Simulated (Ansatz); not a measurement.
# MgGaC4N4: the cost of one run

Method: DFT PBE, scalar-relativistic, plane waves, PAW, in Ansatz 0.2.0.

1 further run of the same task is left out (it didn't finish).

## Step 1: The starting structure

Symmetry: P-43m, No. 215, cubic system. The conventional cell has a = 5.936 Å, b = 5.936 Å, c = 5.936 Å, α = 90.00°, β = 90.00°, γ = 90.00°. Mg (site symmetry -43m) is surrounded by 4 N at 2.08 Å. Around Ga (site symmetry -43m) lie 4 C at 1.90 Å. C (site symmetry 3m) has 1 N at 1.17 Å as nearest neighbours. N (site symmetry 3m) is surrounded by 1 C at 1.17 Å.

Structure file:

```xyz
10
Lattice="5.9363 0.0000 0.0000 0.0000 5.9363 0.0000 0.0000 0.0000 5.9363" Properties=species:S:1:pos:R:3 pbc="T T T"
Mg    2.9682    2.9682    2.9682
Ga    0.0000    0.0000    0.0000
C     1.0947    1.0947    1.0947
C     1.0947    4.8417    4.8417
C     4.8417    1.0947    4.8417
C     4.8417    4.8417    1.0947
N     1.7702    1.7702    1.7702
N     1.7702    4.1662    4.1662
N     4.1662    1.7702    4.1662
N     4.1662    4.1662    1.7702
```

Recipe of the guess: two interpenetrating cyanide-bridged diamond nets (P-43m, No. 215). Lengths come from tabulated atomic sizes and are only a guess.

## Step 2: A first look at the guess

Contents of input.yaml:

```yaml
crystal:
  lattice:
    - [5.93631547, 0.0, 0.0]
    - [0.0, 5.93631547, 0.0]
    - [0.0, 0.0, 5.93631547]
  atoms:
    - { symbol: Mg, position: [0.5, 0.5, 0.5] }
    - { symbol: Ga, position: [0.0, 0.0, 0.0] }
    - { symbol: C, position: [0.18439992, 0.18439992, 0.18439992] }
    - { symbol: C, position: [0.18439992, 0.81560008, 0.81560008] }
    - { symbol: C, position: [0.81560008, 0.18439992, 0.81560008] }
    - { symbol: C, position: [0.81560008, 0.81560008, 0.18439992] }
    - { symbol: "N", position: [0.29819101, 0.29819101, 0.29819101] }
    - { symbol: "N", position: [0.29819101, 0.70180899, 0.70180899] }
    - { symbol: "N", position: [0.70180899, 0.29819101, 0.70180899] }
    - { symbol: "N", position: [0.70180899, 0.70180899, 0.29819101] }
basis:
  ecutwfc: 420
kpoints:
  mp_grid: { grid: [4, 4, 4] }
hamiltonian:
  xc: pbe
scf:
  occupations: { method: gaussian, width: 0.1 }
  lower_state_search: "off"
output:
  forces: true
  stress: true
  eigenvalues: true
```

Run with:

```bash
ansatz run input.yaml --threads 1 --pin off --max-ram 2560MiB --backend cpu --events-out ev --progress --plain --runs-dir out
```

What time and memory should one allow on 1 thread of AMD EPYC 9R45 (Zen 5), shared host?

About 2.5 s, with a peak of 0.46 GiB.
